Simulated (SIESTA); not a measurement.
The system is In2Au3.

```
Au In
1.0
     4.62021    0.00000    0.00000
    -2.31010    4.00122    0.00000
     0.00000    0.00000    5.74620
Au In
3 2
Cartesian
  0.0000 0.0000 0.0000
  0.0000 2.6675 1.1116
  2.3101 1.3337 4.6346
  0.0000 2.6675 3.8978
  2.3101 1.3337 1.8484
```

The cell comes from a database or a generator and needn't be the stable form of this composition.

| Item | Value |
| --- | --- |
| Program | SIESTA 5.4.2 |
| Task | single point |
| Functional | PBEsol |
| Potentials or basis | PseudoDojo 0.4 standard (PBEsol files) |
| Basis | DZP (energy shift 0.003 Ry; two zetas on semicore shells) |
| Grid cutoff | 800 Ry |
| Energy shift | 0.003 Ry |
| k mesh | 7 × 7 × 5 |
| Occupations | fermi-dirac, width 0.05 eV |
| Spin | no spin polarisation |

On this cell: pressure -1.5 GPa; largest force 0.206 eV/Å; band gap on the k mesh none (metal or under the smearing width).

The same run follows on a disturbed copy (atoms moved at random, drawn with an rms of 0.05 Å):

```
CELL_PARAMETERS angstrom
4.62021 0.00000 0.00000
-2.31010 4.00122 0.00000
0.00000 0.00000 5.74620
ATOMIC_POSITIONS crystal
Au 0.99216 0.00118 0.00141
Au 0.33415 0.66990 0.18920
Au 0.66816 0.34089 0.79544
In 0.33430 0.67419 0.68218
In 0.67068 0.34352 0.32339
```

Task: What does the disturbed cell give?

Result: The energy (extrapolated to zero smearing) moves by +7.0 meV/atom; pressure -1.3 GPa; largest force 0.666 eV/Å; band gap on the k mesh none (metal or under the smearing width).

Forces on the atoms (eV/Å):
```
Au   0.179  0.100 -0.054
Au  -0.106  0.082  0.004
Au  -0.078 -0.063  0.658
In   0.005  0.014 -0.216
In   0.000 -0.134 -0.394
```

Stress tensor (GPa, compression positive):
```
-0.95  0.11 -0.04
 0.11 -1.45 -0.09
-0.04 -0.09 -1.36
```

Caveats: short orbitals over semicore shells can move pressures by several GPa; the basis of atomic orbitals isn't converged, which shifts pressures, moduli and gaps.
